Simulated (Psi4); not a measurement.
# GeNH3 (SMILES [NH2][GeH]) at PBE/def2-TZVP

Aim: the energy change on altering one bond length of GeNH3 at PBE/def2-TZVP, from 2 runs. 

The results are computed with Psi4 1.11.

## 1. The molecule

GeNH3: 5 atoms, total charge 0, spin state singlet. As SMILES, `[NH2][GeH]`. Geometry: relaxed at PBE0-D4/def2-TZVP. This is one conformer, not always the lowest.

Bond lengths: N1–Ge2 1.816 Å, N1–H3 1.008 Å, N1–H4 1.007 Å, Ge2–H5 1.602 Å. Angles: N1–Ge2–H5 92.6°, Ge2–N1–H3 121.9°, Ge2–N1–H4 125.6°, H3–N1–H4 112.5°.

## 2. A single-point energy at PBE/def2-TZVP

File geh3n.in:

```
memory 1600 mb

molecule {
  N     -0.15892597    -1.13799307     0.18405932
  Ge     1.86856119     1.61269227     0.49095085
  H      0.34128454    -2.83836864     0.87928957
  H     -1.86138023    -1.17181917    -0.66612846
  H     -0.09505322     3.39621579    -0.96621697
  units bohr
  symmetry c1
}

set {
  basis                def2-TZVP
  reference            rks
  puream               true
  e_convergence        1e-09
  d_convergence        1e-08
  scf_type             pk
  dft_radial_points    99
  dft_spherical_points 590
}

E, wfn = energy('pbe', return_wfn=True)
oeprop(wfn, 'QUADRUPOLE', 'LOWDIN_CHARGES', 'WIBERG_LOWDIN_INDICES', title='PBE')
```

Run with:

```bash
$ psi4 geh3n.in geh3n.out -n 1
```

geh3n.out, shortened:

```text
[...]
  Running in c1 symmetry.
[...]
  Nuclear repulsion =   98.834761047303033
[...]
  Multiplicity = 1
[...]
  Nalpha       = 21
  Nbeta        = 21
[...]
    Number of basis functions: 97
[...]
   @RKS iter   1: -2131.43350904622366   -1.57179e+00   3.28343e-02 DIIS/ADIIS
[...]
   @RKS iter  13: -2133.19109344672825   -4.09273e-12   2.12929e-09 DIIS
[...]
    Orbital Energies [Eh]
    ---------------------
    Doubly Occupied:
       1A   -397.040033     2A    -49.145853     3A    -43.761309
       4A    -43.758681     5A    -43.757398     6A    -13.985147
       7A     -5.948747     8A     -4.170241     9A     -4.162880
      10A     -4.158465    11A     -1.075470    12A     -1.072562
      13A     -1.069033    14A     -1.067148    15A     -1.063622
      16A     -0.773996    17A     -0.469239    18A     -0.450392
      19A     -0.308379    20A     -0.249513    21A     -0.200714
[...]
  @RKS Final Energy: -2133.19109344672825
   => Energetics <=
    Nuclear Repulsion Energy =             98.8347610473030329
    One-Electron Energy =               -3167.9819425851201231
    Two-Electron Energy =                1022.6026411842592552
    DFT Exchange-Correlation Energy =     -86.6465530931704677
    Empirical Dispersion Energy =           0.0000000000000000
    VV10 Nonlocal Energy =                  0.0000000000000000
    Total Energy =                      -2133.1910934467282459
[...]
 Multipole Moments:
 ------------------------------------------------------------------------------------
     Multipole            Electronic (a.u.)      Nuclear  (a.u.)        Total (a.u.)
 ------------------------------------------------------------------------------------
 L = 1.  Multiply by 2.5417464519 to convert [e a0] to [Debye]
 Dipole X            :          4.6029236           -4.9414476           -0.3385240
 Dipole Y            :          3.8128832           -4.3815885           -0.5687053
 Dipole Z            :          1.3310376           -1.3536059           -0.0225683
 Magnitude           :                                                    0.6622187
 L = 2.  Multiply by 1.3450342976 to convert [e a0^2] to [Debye ang]
 Quadrupole XX       :        -56.7257206           38.5398179          -18.1859027
 Quadrupole XY       :        -39.3198900           40.6397607            1.3198707
[...]
```

Wall time 11 s (1 thread of Intel Xeon 6975P-C (Granite Rapids), shared host); peak memory 0.75 GiB.

## 3. The distorted shape: energy and gradient at PBE/def2-TZVP

File run.py:

```python
import psi4

psi4.set_memory(1600000000)
psi4.set_num_threads(1)
psi4.core.set_output_file('run.log', False)

mol = psi4.geometry("""
0 1
N     -0.245038    -0.820544     0.073040
Ge     0.988800     0.853400     0.259800
H      0.019662    -1.720344     0.440940
H     -1.145938    -0.838444    -0.376860
H     -0.050300     1.797200    -0.511300
units angstrom
symmetry c1
no_reorient
no_com
""")

options = {'basis': 'def2-TZVP', 'puream': True, 'e_convergence': 1e-09, 'd_convergence': 1e-08, 'scf_type': 'pk', 'dft_radial_points': 99, 'dft_spherical_points': 590}
psi4.set_options(options)

e_tot, wfn = psi4.gradient("pbe", return_wfn=True)
print('gradient / Eh bohr^-1')
print(e_tot.np.round(6))
print(f'energy = {wfn.energy():.10f} Eh')
```

Run with:

```bash
$ python run.py
```

run.log, shortened:

```text
[...]
  Running in c1 symmetry.
[...]
  Nuclear repulsion =   88.921773659139674
[...]
  Multiplicity = 1
[...]
  Nalpha       = 21
  Nbeta        = 21
[...]
    Number of basis functions: 97
[...]
   @RKS iter   1: -2131.43976879829552   -1.81241e+00   3.25865e-02 ADIIS/DIIS
[...]
   @RKS iter  12: -2133.17389332168432   -7.23048e-11   9.74066e-09 DIIS
[...]
  @RKS Final Energy: -2133.17389332168432
   => Energetics <=
    Nuclear Repulsion Energy =             88.9217736591396744
    One-Electron Energy =               -3147.8407843870713805
    Two-Electron Energy =                1012.3192712685805645
    DFT Exchange-Correlation Energy =     -86.5741538623328069
    Empirical Dispersion Energy =           0.0000000000000000
    VV10 Nonlocal Energy =                  0.0000000000000000
    Total Energy =                      -2133.1738933216843179
[...]
 Multipole Moments:
 ------------------------------------------------------------------------------------
     Multipole            Electronic (a.u.)      Nuclear  (a.u.)        Total (a.u.)
 ------------------------------------------------------------------------------------
 L = 1.  Multiply by 2.5417464519 to convert [e a0] to [Debye]
 Dipole X            :        -54.4143028           54.3291688           -0.0851340
 Dipole Y            :        -39.5207494           39.3127360           -0.2080134
 Dipole Z            :        -15.8201361           15.8314830            0.0113469
 Magnitude           :                                                    0.2250469
[...]
  -Total Gradient:
     Atom            X                  Y                   Z
    ------   -----------------  -----------------  -----------------
       1       -0.036883052848    -0.052535020759    -0.004931001645
       2        0.030165980489     0.049243828662     0.002406572599
       3       -0.004096687672     0.005652919351    -0.003548624099
       4        0.006886340959    -0.002323143305     0.004088294862
       5        0.003928189439    -0.000037831664     0.001984950615
[...]
```

On the terminal:

```text
gradient / Eh bohr^-1
[[-3.6883e-02 -5.2535e-02 -4.9310e-03]
 [ 3.0166e-02  4.9244e-02  2.4070e-03]
 [-4.0970e-03  5.6530e-03 -3.5490e-03]
 [ 6.8860e-03 -2.3230e-03  4.0880e-03]
 [ 3.9280e-03 -3.8000e-05  1.9850e-03]]
energy = -2133.1738933217 Eh
```

It took 17 s on 1 thread of Intel Xeon 6975P-C (Granite Rapids), shared host; peak memory 0.75 GiB.

## 4. Summary of results

Level: PBE/def2-TZVP.

| quantity | value |
| --- | --- |
| first shape: total energy | -2133.19109 Eh |
| first shape: dipole moment | 1.68 D |
| first shape: HOMO energy | -5.46 eV |
| first shape: LUMO energy | -2.41 eV |
| first shape: HOMO–LUMO gap | 3.05 eV |
| distorted shape: total energy | -2133.17389 Eh |
| distorted shape: dipole moment | 0.57 D |
| distorted shape: HOMO energy | -5.89 eV |
| distorted shape: LUMO energy | -2.97 eV |
| distorted shape: HOMO–LUMO gap | 2.92 eV |
| distorted shape: largest force on an atom | 3.310 eV/Å |
| energy change with the N1–Ge2 bond stretched from 1.816 to 2.088 Å | 0.468 eV |

In words: With the N1–Ge2 bond stretched from 1.816 to 2.088 Å the energy rises by 0.47 eV (10.8 kcal/mol). The first shape isn't relaxed at this level, so the change isn't measured from a minimum.
